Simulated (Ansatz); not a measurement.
# ZrZn: a single-point run

Aim: a sound single-point run of ZrZn. The structure is shown as the input types it.

Program: Ansatz 0.2.0. Level of theory: DFT, r2SCAN, PAW with Ansatz's default frozen-core files, scalar-relativistic; levels and slopes on a fine mesh, independent-particle optical spectra. These are calculated values, not measurements.

## (1) The starting structure

Symmetry: Pm-3m, No. 221, cubic system. Conventional cell: a = 3.324 Å, b = 3.324 Å, c = 3.324 Å, α = 90.00°, β = 90.00°, γ = 90.00°. Around Zr (site symmetry m-3m) lie 8 Zn at 2.88 Å. Around Zn (site symmetry m-3m) lie 8 Zr at 2.88 Å.

As a file:

```
CELL_PARAMETERS angstrom
3.32370 0.00000 0.00000
0.00000 3.32370 0.00000
0.00000 0.00000 3.32370
ATOMIC_POSITIONS crystal
Zr 0.50000 0.50000 0.50000
Zn 0.00000 0.00000 0.00000
```

## (2) The calculation

Contents of input.yaml:

```yaml
crystal:
  lattice:
    - [3.32369926141, 0.0, 0.0]
    - [0.0, 3.32369926141, 0.0]
    - [0.0, 0.0, 3.32369926141]
  atoms:
    - { symbol: Zr, position: [0.5, 0.5, 0.5] }
    - { symbol: Zn, position: [0.0, 0.0, 0.0] }
kpoints:
  mp_grid: { grid: [1, 1, 1] }
scf:
  occupations: { method: fermi_dirac, width: 0.08 }
  max_iter: 75
hamiltonian:
  xc: r2scan
  pseudopotentials: { kind: paw }
output:
  forces: true
  stress: true
  eigenvalues: true
  eigenstates:
    nscf_kmesh: { grid: [16, 16, 16] }
    de_dk: true
    e_range: [-14, 14]
  optics:
    e_range: [0, 20]
    de: 0.2
    sigma: 0.1
    bands: { spectra_wanted_up_to: 20 }
    nscf_kmesh: { grid: [16, 16, 16] }
    drude_damping: 0.2
checkpoint:
  write: ck
  write_wavefunctions: false
```

The run is started by

```console
> ansatz run input.yaml --threads 1 --pin off --max-ram 3072MiB --backend cpu --events-out ev --progress --plain --runs-dir out
```

**Question.** How will this run end, and is anything wrong with its input?

The run converged and reported no error, with warnings (optics on partly filled bands). It gives a pressure of -17 GPa, which is large.

The suspect setting: kpoints.mp_grid.grid is [1, 1, 1]. Band dispersion is ignored when only one k-point is used.

To check: set kpoints.mp_grid.grid to [12, 12, 12].
